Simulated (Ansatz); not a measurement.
# GaO+ (singlet): the correlation ladder at distance O1–Ga2 = 3.627 Å, cc-pVDZ

An exercise on one series of results from a longer session: the logs are not shown, and one member is left open.

The runs use Ansatz 0.2.0, Gaussian basis; cc-pVDZ, core rule «outside noble gas», up to 15 orbitals frozen.

To be run: UHF; CCSD(T) on RHF; CCSD(T) on UHF; BCCD(T) on RHF; CISD; CCSDT(Q) on RHF; CCSDT(Q) on UHF; CCSDTQ on RHF; CCSDTQ on UHF; CASSCF and MRCISD+Q, 2 electrons in 2 orbitals; CASSCF and NEVPT2, 2 electrons in 2 orbitals; CASSCF and MRCISD+Q, 8 electrons in 8 orbitals; CASSCF and NEVPT2, 8 electrons in 8 orbitals; Full CI.

4 further runs of the same task are left out: 4 for a known fault of the program. Runs told in other sessions of the task aren't counted.

### The geometry

The geometry derives from a PBE0/def2-TZVP stationary point (not a proven minimum). One bond is set to the value named and the two fragments are kept rigid. No spin-orbit coupling is included. The filled d shell of Ga may be among the frozen orbitals whatever the setting's name suggests.

2 atoms, charge 1, spin multiplicity 1.

Atoms are counted from 1 here; the program's logs count them from 0.

No contacts short enough for the rule that draws bonds.

As a file:

```xyz
2
charge 1, multiplicity 1
O     0.0000    0.0000    0.0000
Ga    0.0000    0.0000    3.6270
```

The first run:

in.yaml reads:

```yaml
crystal:
  periodic: [false, false, false]
  atoms:
    - {symbol: O, position_ang: [0.000000, 0.000000, 0.000000]}
    - {symbol: Ga, position_ang: [0.000000, 0.000000, 3.627000]}
basis:
  gaussian: {orbitals: cc-pVDZ}
total_charge: 1
magnetization: {spin_polarized: true, initial_magnetization: 0}
hamiltonian: {xc: hf}
output: {orbitals: {seedname: orbitals}}
```

Command:

```
> ansatz run in.yaml --threads 1 --pin off --events-out ev --progress --plain --max-ram 2816MiB --backend cpu
```

Steps of the session up to this table: UHF; CCSD(T) on RHF; CCSD(T) on UHF; BCCD(T) on RHF; CISD; CCSDT(Q) on RHF; CCSDT(Q) on UHF; CCSDTQ on RHF; CCSDTQ on UHF; CASSCF and MRCISD+Q, 2 electrons in 2 orbitals; CASSCF and NEVPT2, 2 electrons in 2 orbitals; CASSCF and MRCISD+Q, 8 electrons in 8 orbitals; CASSCF and NEVPT2, 8 electrons in 8 orbitals; Full CI.

One of the session's tables, all rows but one given; the rest of the session is left out.

```
          method  from FCI (kJ/mol)
             RHF             +534.7
            RMP2             +157.1
            CISD              +77.4
           RCCSD              +34.5
        RCCSD(T)              +15.6
         BCCD(T)              +15.7
          RCCSDT               +0.6
       RCCSDT(Q)               -0.2
         RCCSDTQ                0.0
     CASSCF pair             +428.8
     NEVPT2 pair                  ?
     MRCISD pair              +24.1
   MRCISD+Q pair               -2.9
  CASSCF valence             +336.9
  NEVPT2 valence              +70.0
  MRCISD valence               +9.0
MRCISD+Q valence               -1.3
             FCI                  0
```

Estimate the missing values for NEVPT2 pair.

The run gave: from FCI (kJ/mol): +71.2. In the column «from FCI (kJ/mol)» it lies between NEVPT2 valence (+70.0) and CISD (+77.4).

To keep in mind: The report flags that the cluster equations may have other roots. Left out of the table: UHF, UMP2, UCCSD, UCCSD(T), UCCSDT, UCCSDT(Q), UCCSDTQ (another determinant or state than the rows shown). The program flags RCCSDT(Q), RCCSDTQ as in doubt, so those rows may rest on another solution. MRCISD+Q pair, MRCISD+Q valence fall below full CI: the +Q correction isn't variational, and the cores differ from full CI's.
